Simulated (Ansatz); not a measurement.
# C4H10Br2Cl2Ga2: the cost of one run

Computed with Ansatz 0.2.0, Gaussian basis. Level: one geometry, several basis sets.

The runs, in order: PBE0-D4/def2-SVP; ωB97M-V/def2-SVP; PBE0-D4/def2-QZVPP; ωB97M-V/def2-QZVPP; the functionals' def2-TZVPP values are taken from earlier runs.

## Step 1: The geometry

All runs share one geometry, relaxed beforehand with PBE0-D4 in a triple-zeta def2 set.

SMILES `C[CH2][Ga@-]1([Cl])[Br+][Ga@-]([Cl])([CH2]C)[Br+]1`, 20 atoms, charge 0, spin multiplicity 1.

Atoms are counted from 1 here; the program's logs count them from 0.

Bond lengths: C1–C2 1.523 Å, C1–H11 1.093 Å, C1–H12 1.094 Å, C1–H13 1.092 Å, C2–Ga3 1.960 Å, C2–H14 1.093 Å, C2–H15 1.094 Å, Ga3–Cl4 2.145 Å, Ga3–Br5 2.499 Å, Ga3–Br10 2.503 Å, Br5–Ga6 2.499 Å, Ga6–Cl7 2.145 Å, Ga6–C8 1.960 Å, Ga6–Br10 2.503 Å, C8–C9 1.523 Å, C8–H16 1.093 Å, C8–H17 1.094 Å, C9–H18 1.093 Å and more. Angles: C2–C1–H11 111.7°, C2–C1–H12 111.0°, C2–C1–H13 111.7°, H11–C1–H12 107.3°, H11–C1–H13 107.5°, H12–C1–H13 107.4°, C1–C2–Ga3 112.8°, C1–C2–H14 111.4°, C1–C2–H15 111.3°, Ga3–C2–H14 107.1°, Ga3–C2–H15 106.9°, H14–C2–H15 107.0°, C2–Ga3–Cl4 126.0°, C2–Ga3–Br5 110.9°, C2–Ga3–Br10 109.1°, Cl4–Ga3–Br5 106.7°, Cl4–Ga3–Br10 106.3°, Br5–Ga3–Br10 92.6° and more.

Coordinates:

```mol
C4H10Br2Cl2Ga2
  3D, bonds by distance, orders not assigned

 20 20  0  0  0  0  0  0  0  0999 V2000
    3.1881   -0.7143   -0.7055 C   0  0
    2.4624    0.1211    0.3410 C   0  0
    1.3155   -0.9551    1.5112 Ga  0  0
    1.9753   -2.4823    2.8657 Cl  0  0
   -0.2718    0.4962    2.7837 Br  0  0
   -1.9547   -0.1205    1.0426 Ga  0  0
   -3.5857   -1.0642    2.0682 Cl  0  0
   -2.1067    1.2851   -0.3154 C   0  0
   -2.8371    0.8187   -1.5680 C   0  0
   -0.5231   -1.9693    0.1486 Br  0  0
    2.4876   -1.2393   -1.3598 H   0  0
    3.8180   -0.0859   -1.3416 H   0  0
    3.8346   -1.4656   -0.2461 H   0  0
    1.8258    0.8787   -0.1237 H   0  0
    3.1685    0.6504    0.9872 H   0  0
   -1.0917    1.6197   -0.5459 H   0  0
   -2.6214    2.1278    0.1549 H   0  0
   -3.8560    0.4940   -1.3446 H   0  0
   -2.3230   -0.0185   -2.0471 H   0  0
   -2.9046    1.6235   -2.3055 H   0  0
  1  2  8  0
  2  3  8  0
  3  4  8  0
  3  5  8  0
  5  6  8  0
  6  7  8  0
  6  8  8  0
  8  9  8  0
  6 10  8  0
  1 11  8  0
  1 12  8  0
  1 13  8  0
  2 14  8  0
  2 15  8  0
  8 16  8  0
  8 17  8  0
  9 18  8  0
  9 19  8  0
  9 20  8  0
  3 10  8  0
M  END
```

## Step 2: PBE0-D4 in def2-SVP

in.yaml

```yaml
crystal:
  periodic: [false, false, false]
  atoms:
    - {symbol: C, position_ang: [3.188144, -0.714284, -0.705529]}
    - {symbol: C, position_ang: [2.462430, 0.121110, 0.340987]}
    - {symbol: Ga, position_ang: [1.315515, -0.955060, 1.511198]}
    - {symbol: Cl, position_ang: [1.975255, -2.482326, 2.865737]}
    - {symbol: Br, position_ang: [-0.271833, 0.496192, 2.783719]}
    - {symbol: Ga, position_ang: [-1.954713, -0.120502, 1.042644]}
    - {symbol: Cl, position_ang: [-3.585710, -1.064210, 2.068222]}
    - {symbol: C, position_ang: [-2.106669, 1.285053, -0.315350]}
    - {symbol: C, position_ang: [-2.837094, 0.818722, -1.567995]}
    - {symbol: Br, position_ang: [-0.523065, -1.969342, 0.148556]}
    - {symbol: H, position_ang: [2.487559, -1.239347, -1.359800]}
    - {symbol: H, position_ang: [3.817998, -0.085920, -1.341574]}
    - {symbol: H, position_ang: [3.834575, -1.465617, -0.246056]}
    - {symbol: H, position_ang: [1.825828, 0.878726, -0.123724]}
    - {symbol: H, position_ang: [3.168499, 0.650383, 0.987186]}
    - {symbol: H, position_ang: [-1.091705, 1.619663, -0.545942]}
    - {symbol: H, position_ang: [-2.621430, 2.127773, 0.154899]}
    - {symbol: H, position_ang: [-3.856029, 0.493978, -1.344610]}
    - {symbol: H, position_ang: [-2.322952, -0.018450, -2.047052]}
    - {symbol: H, position_ang: [-2.904604, 1.623458, -2.305527]}
basis:
  gaussian: {orbitals: def2-SVP}
hamiltonian: {xc: pbe0, dispersion: d4}
output: {orbitals: {seedname: orbitals}}
```

Started as:

```console
$ ansatz run in.yaml --threads 11 --pin off --events-out ev --progress --plain --max-ram 120832MiB --backend cpu
```

**Question.** How long does this run take on 11 threads of AMD EPYC 7R13, shared host, and how much memory does it need?

About 4.3 s, with a peak of 1.5 GiB.
